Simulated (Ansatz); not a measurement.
# C3H5ClGe: an energy map over two coordinates

A grid of calculations on C3H5ClGe, SMILES CC#[C][GeH2][Cl], to see where the energy is lowest and how it rises around there.

The runs use Ansatz 0.2.0; RHF/def2-SVP.

## 1. Starting geometry

SMILES `CC#[C][GeH2][Cl]`, 10 atoms, charge 0, spin multiplicity 1.

Atoms are counted from 1 here; the program's logs count them from 0.

Bond lengths: C1–C2 1.454 Å, C1–H6 1.110 Å, C1–H7 1.110 Å, C1–H8 1.110 Å, C2–C3 1.231 Å, C3–Ge4 1.891 Å, Ge4–Cl5 2.185 Å, Ge4–H9 1.545 Å, Ge4–H10 1.546 Å. Angles: C2–C1–H6 111.2°, C2–C1–H7 111.1°, C2–C1–H8 111.1°, H6–C1–H7 107.7°, H6–C1–H8 107.8°, H7–C1–H8 107.7°, C1–C2–C3 179.9°, C2–C3–Ge4 179.7°, C3–Ge4–Cl5 109.3°, C3–Ge4–H9 110.6°, C3–Ge4–H10 110.5°, Cl5–Ge4–H9 106.9°, Cl5–Ge4–H10 106.9°, H9–Ge4–H10 112.4°.

Coordinates:

```mol
C3H5ClGe
  3D, bonds by distance, orders not assigned

 10  9  0  0  0  0  0  0  0  0999 V2000
   -1.4126   -1.7533    0.4924 C   0  0
   -0.4909   -0.6645    0.2130 C   0  0
    0.2909    0.2556   -0.0248 C   0  0
    1.5008    1.6635   -0.3874 Ge  0  0
    0.6427    2.9778   -1.9075 Cl  0  0
   -2.3230   -1.3862    1.0101 H   0  0
   -0.9409   -2.5202    1.1421 H   0  0
   -1.7338   -2.2554   -0.4439 H   0  0
    1.7281    2.5242    0.8758 H   0  0
    2.8216    1.1074   -0.9667 H   0  0
  1  2  8  0
  1  6  8  0
  1  7  8  0
  1  8  8  0
  2  3  8  0
  3  4  8  0
  4  5  8  0
  4  9  8  0
  4 10  8  0
M  END
```

This geometry comes from a loose relaxation at PBE in a small basis, which is not shown.

## 2. Geometry optimisation

Contents of input.yaml:

```yaml
crystal:
  periodic: [false, false, false]
  atoms:
    - { symbol: C, position_ang: [-1.412588, -1.753346, 0.49245] }
    - { symbol: C, position_ang: [-0.490945, -0.664459, 0.212967] }
    - { symbol: C, position_ang: [0.290881, 0.255558, -0.024764] }
    - { symbol: Ge, position_ang: [1.500806, 1.663473, -0.387435] }
    - { symbol: Cl, position_ang: [0.642716, 2.977828, -1.90745] }
    - { symbol: H, position_ang: [-2.323015, -1.386201, 1.010077] }
    - { symbol: H, position_ang: [-0.940858, -2.520157, 1.142055] }
    - { symbol: H, position_ang: [-1.733813, -2.255424, -0.443887] }
    - { symbol: H, position_ang: [1.728093, 2.524206, 0.875773] }
    - { symbol: H, position_ang: [2.821625, 1.107421, -0.966686] }
basis:
  gaussian: { orbitals: def2-SVP }
hamiltonian:
  xc: hf
output:
  forces: true
relax:
  f_tol: 0.003
  max_steps: 120
```

Run with:

```
> ansatz run input.yaml --threads 1 --pin off --max-ram 2560MiB --backend cpu --events-out ev --progress --plain --runs-dir out
```

What it wrote:

```text
Warning: RAYON_NUM_THREADS=1 ignored (pool sized by the plan → 1); use --threads N
The last accepted step is kept in <dir> (removed where the run ends without a failure and the disk answers)
Engine: ansatz 0.2.0, aarch64-unknown-linux-gnu
Functional definition: HF
  exchange = exact_x
  correlation = 0
1277 factors; integrals over basis functions are off by at most 3.5e-4 eV
mean field evaluation 1: about -72131.5547 eV, gradient 2.7e1 eV
mean field evaluation 2: about -72131.6535 eV, gradient 2.7e1 eV
mean field evaluation 4: about -72134.0745 eV, gradient 3.5e0 eV
mean field evaluation 8: about -72134.1090 eV, gradient 1.5e-4 eV
mean field -72134.10900140 eV, -2650.8796115462 hartree, gradient 2.0e-5 eV, S^2 0.000000; 0 other end points of the search recorded, 0 dependent functions left out
the calculation of the forces begins
reference -72134.10900140 eV, -2650.8796115462 hartree; 36, 36 occupied and 81, 81 virtual orbitals, 1277 factors
relax step   1: F+E_penalty+E_count = -72134.10900140 eV  Δ(F+E_penalty+E_count) = +0.000e0 eV  max|allowed force component| = 2.881e0 eV/Å  Δτ_max = 0.0000 Å  (38 SCF iters, accepted)
these checks for a lower state are left out or cut short: starts, cluster_reference, orbital_swaps, neighbouring_geometries, increment
1277 factors; integrals over basis functions are off by at most 3.4e-4 eV
mean field evaluation 16: about -72134.2011 eV, gradient 5.5e-3 eV
mean field -72134.20105169 eV, -2650.8829943320 hartree, gradient 7.1e-5 eV, S^2 0.000000; 0 other end points of the search recorded, 0 dependent functions left out
the calculation of the forces begins
reference -72134.20105169 eV, -2650.8829943320 hartree; 36, 36 occupied and 81, 81 virtual orbitals, 1277 factors
relax step   2: F+E_penalty+E_count = -72134.20105169 eV  Δ(F+E_penalty+E_count) = -9.205e-2 eV  max|allowed force component| = 3.266e-1 eV/Å  Δτ_max = 0.0325 Å  (35 SCF iters, accepted)
these checks for a lower state are left out or cut short: starts, cluster_reference, orbital_swaps, neighbouring_geometries, increment
1277 factors; integrals over basis functions are off by at most 3.3e-4 eV
mean field -72134.20400504 eV, -2650.8831028656 hartree, gradient 6.7e-5 eV, S^2 0.000000; 0 other end points of the search recorded, 0 dependent functions left out
the calculation of the forces begins
reference -72134.20400504 eV, -2650.8831028656 hartree; 36, 36 occupied and 81, 81 virtual orbitals, 1277 factors
relax step   3: F+E_penalty+E_count = -72134.20400504 eV  Δ(F+E_penalty+E_count) = -2.953e-3 eV  max|allowed force component| = 8.992e-2 eV/Å  Δτ_max = 0.0068 Å  (37 SCF iters, accepted)
these checks for a lower state are left out or cut short: starts, cluster_reference, orbital_swaps, neighbouring_geometries, increment
1277 factors; integrals over basis functions are off by at most 3.3e-4 eV
mean field -72134.20425018 eV, -2650.8831118742 hartree, gradient 1.9e-5 eV, S^2 0.000000; 0 other end points of the search recorded, 0 dependent functions left out
the calculation of the forces begins
reference -72134.20425018 eV, -2650.8831118742 hartree; 36, 36 occupied and 81, 81 virtual orbitals, 1277 factors
relax step   4: F+E_penalty+E_count = -72134.20425018 eV  Δ(F+E_penalty+E_count) = -2.451e-4 eV  max|allowed force component| = 4.386e-2 eV/Å  Δτ_max = 0.0049 Å  (30 SCF iters, accepted)
these checks for a lower state are left out or cut short: starts, cluster_reference, orbital_swaps, neighbouring_geometries, increment
1277 factors; integrals over basis functions are off by at most 3.3e-4 eV
mean field evaluation 32: about -72134.1049 eV, gradient 5.7e-1 eV
mean field -72134.20428615 eV, -2650.8831131963 hartree, gradient 1.3e-5 eV, S^2 0.000000; 0 other end points of the search recorded, 0 dependent functions left out
the calculation of the forces begins
reference -72134.20428615 eV, -2650.8831131963 hartree; 36, 36 occupied and 81, 81 virtual orbitals, 1277 factors
relax step   5: F+E_penalty+E_count = -72134.20428615 eV  Δ(F+E_penalty+E_count) = -3.598e-5 eV  max|allowed force component| = 1.233e-2 eV/Å  Δτ_max = 0.0009 Å  (28 SCF iters, accepted)
these checks for a lower state are left out or cut short: starts, cluster_reference, orbital_swaps, neighbouring_geometries, increment
1277 factors; integrals over basis functions are off by at most 3.3e-4 eV
mean field -72134.20429544 eV, -2650.8831135378 hartree, gradient 1.7e-5 eV, S^2 0.000000; 0 other end points of the search recorded, 0 dependent functions left out
the calculation of the forces begins
reference -72134.20429544 eV, -2650.8831135378 hartree; 36, 36 occupied and 81, 81 virtual orbitals, 1277 factors
relax step   6: F+E_penalty+E_count = -72134.20429544 eV  Δ(F+E_penalty+E_count) = -9.291e-6 eV  max|allowed force component| = 2.292e-3 eV/Å  Δτ_max = 0.0018 Å  (29 SCF iters, accepted)
1277 factors; integrals over basis functions are off by at most 3.3e-4 eV
mean field -72134.20429544 eV, -2650.8831135378 hartree, gradient 1.7e-5 eV, S^2 0.000000; 1 other end points of the search recorded, 0 dependent functions left out
the calculation of the forces begins
reference -72134.20429544 eV, -2650.8831135378 hartree; 36, 36 occupied and 81, 81 virtual orbitals, 1277 factors
Total energy: -72134.20429544 eV, -2650.8831135378 hartree
Atom 0 at    -1.411946    -1.751536     0.491671 Å, force     0.001759    -0.001403     0.001556 eV/Å
Atom 1 at    -0.478906    -0.655877     0.209522 Å, force    -0.002292     0.002157    -0.001786 eV/Å
Atom 2 at     0.280710     0.241006    -0.024277 Å, force     0.002002    -0.001800     0.001074 eV/Å
Atom 3 at     1.498107     1.653834    -0.382163 Å, force    -0.001045     0.000529    -0.000812 eV/Å
Atom 4 at     0.635457     2.952711    -1.892965 Å, force     0.000470     0.000521     0.000281 eV/Å
Atom 5 at    -2.299341    -1.374840     0.999921 Å, force     0.000435     0.000927     0.000101 eV/Å
Atom 6 at    -0.939148    -2.498659     1.129007 Å, force    -0.001192    -0.001145     0.000150 eV/Å
Atom 7 at    -1.722357    -2.234140    -0.434859 Å, force     0.000410     0.000544    -0.000462 eV/Å
Atom 8 at     1.719114     2.504535     0.861429 Å, force    -0.000518    -0.000052    -0.000257 eV/Å
Atom 9 at     2.801210     1.111864    -0.954186 Å, force    -0.000028    -0.000279     0.000155 eV/Å
Dipole moment:    -0.023319    -0.508278     0.375084 e Å
```

Run time: 24 s. Hardware: 1 thread of Arm Neoverse V2, shared host; peak memory 0.27 GiB.

Step by step:

| step | energy from step 1 (eV) | largest force component (eV/Å) |
| --- | --- | --- |
| 1 | 0.0000 | 2.8806 |
| 2 | -0.0921 | 0.3266 |
| 3 | -0.0950 | 0.0899 |
| 4 | -0.0952 | 0.0439 |
| 5 | -0.0953 | 0.0123 |
| 6 | -0.0953 | 0.0023 |

Distances of close pairs at the start and the end, largest changes first:

| bond | before (Å) | after (Å) | change (Å) |
| --- | --- | --- | --- |
| C2–C3 | 1.231 | 1.198 | -0.032 |
| Ge4–H10 | 1.546 | 1.523 | -0.023 |
| Ge4–H9 | 1.545 | 1.523 | -0.023 |
| C1–H7 | 1.110 | 1.090 | -0.020 |
| C1–H8 | 1.110 | 1.090 | -0.020 |
| C1–H6 | 1.110 | 1.090 | -0.020 |
| Ge4–Cl5 | 2.185 | 2.171 | -0.014 |
| C1–C2 | 1.454 | 1.467 | +0.013 |

## 3. The grid

The axes are (1) angle C1–C2–C3 (carried through 180): 13 values from 140.0 to 220.0 °; (2) change of the bonds C2–C1, C2–C3, all alike: 13 values from −0.147 to 0.227 Å.

Nothing else is relaxed (all other coordinates rigid). Energies count from the relaxed molecule at the same level. Points are written as (first, second).

Of the runs on the grid, 3 are shown in the steps below; the others differ only in the two coordinates.

## 4. Grid point (160.0°, 0.133 Å)

Contents of input.yaml:

```yaml
crystal:
  periodic: [false, false, false]
  atoms:
    - { symbol: C, position_ang: [-1.447168, -1.792897, 0.782299] }
    - { symbol: C, position_ang: [-0.478906, -0.655877, 0.209522] }
    - { symbol: C, position_ang: [0.38136, 0.359739, 0.177929] }
    - { symbol: Ge, position_ang: [1.620642, 1.798267, 0.145703] }
    - { symbol: Cl, position_ang: [0.922105, 3.289859, -1.268852] }
    - { symbol: H, position_ang: [-2.27518, -1.346469, 1.332559] }
    - { symbol: H, position_ang: [-0.900865, -2.453703, 1.455215] }
    - { symbol: H, position_ang: [-1.855283, -2.390234, -0.032777] }
    - { symbol: H, position_ang: [1.695533, 2.477385, 1.506675] }
    - { symbol: H, position_ang: [2.983284, 1.326213, -0.343574] }
basis:
  gaussian: { orbitals: def2-SVP }
hamiltonian:
  xc: hf
output:
  forces: true
```

Run with:

```
> ansatz run input.yaml --threads 1 --pin off --max-ram 2560MiB --backend cpu --events-out ev --progress --plain --runs-dir out
```

What it wrote:

```text
Warning: RAYON_NUM_THREADS=1 ignored (pool sized by the plan → 1); use --threads N
Engine: ansatz 0.2.0, aarch64-unknown-linux-gnu
Functional definition: HF
  exchange = exact_x
  correlation = 0
1169 factors; integrals over basis functions are off by at most 1.5e-3 eV
mean field evaluation 1: about -72130.6726 eV, gradient 2.5e1 eV
mean field evaluation 2: about -72130.7249 eV, gradient 2.5e1 eV
mean field evaluation 4: about -72132.9455 eV, gradient 3.6e0 eV
mean field evaluation 8: about -72132.9843 eV, gradient 1.8e-1 eV
mean field -72132.98443628 eV, -2650.8382845403 hartree, gradient 1.6e-5 eV, S^2 0.000000; 0 other end points of the search recorded, 0 dependent functions left out
the calculation of the forces begins
reference -72132.98443628 eV, -2650.8382845403 hartree; 36, 36 occupied and 81, 81 virtual orbitals, 1169 factors
Total energy: -72132.98443628 eV, -2650.8382845403 hartree
Atom 0 at    -1.447168    -1.792897     0.782299 Å, force     1.423880     1.687090    -1.502756 eV/Å
Atom 1 at    -0.478906    -0.655877     0.209522 Å, force     5.153758     6.045167     1.843496 eV/Å
Atom 2 at     0.381360     0.359739     0.177929 Å, force    -7.062913    -8.311502     0.071354 eV/Å
Atom 3 at     1.620642     1.798267     0.145703 Å, force     0.059032     0.077629    -0.211661 eV/Å
Atom 4 at     0.922105     3.289859    -1.268852 Å, force     0.016061     0.008858     0.015303 eV/Å
Atom 5 at    -2.275180    -1.346469     1.332559 Å, force     0.155301     0.247975    -0.108369 eV/Å
Atom 6 at    -0.900865    -2.453703     1.455215 Å, force     0.234886     0.210088    -0.107397 eV/Å
Atom 7 at    -1.855283    -2.390234    -0.032777 Å, force     0.072402     0.091262    -0.016915 eV/Å
Atom 8 at     1.695533     2.477385     1.506675 Å, force    -0.047051    -0.051799     0.009968 eV/Å
Atom 9 at     2.983284     1.326213    -0.343574 Å, force    -0.005355    -0.004768     0.006978 eV/Å
Dipole moment:    -0.071442    -0.557528     0.454606 e Å
```

Run time: 2.5 s. Hardware: 1 thread of Arm Neoverse V2, shared host; peak memory 0.23 GiB.

That is 28 kcal/mol from the zero.

[end of part 1 of 2]
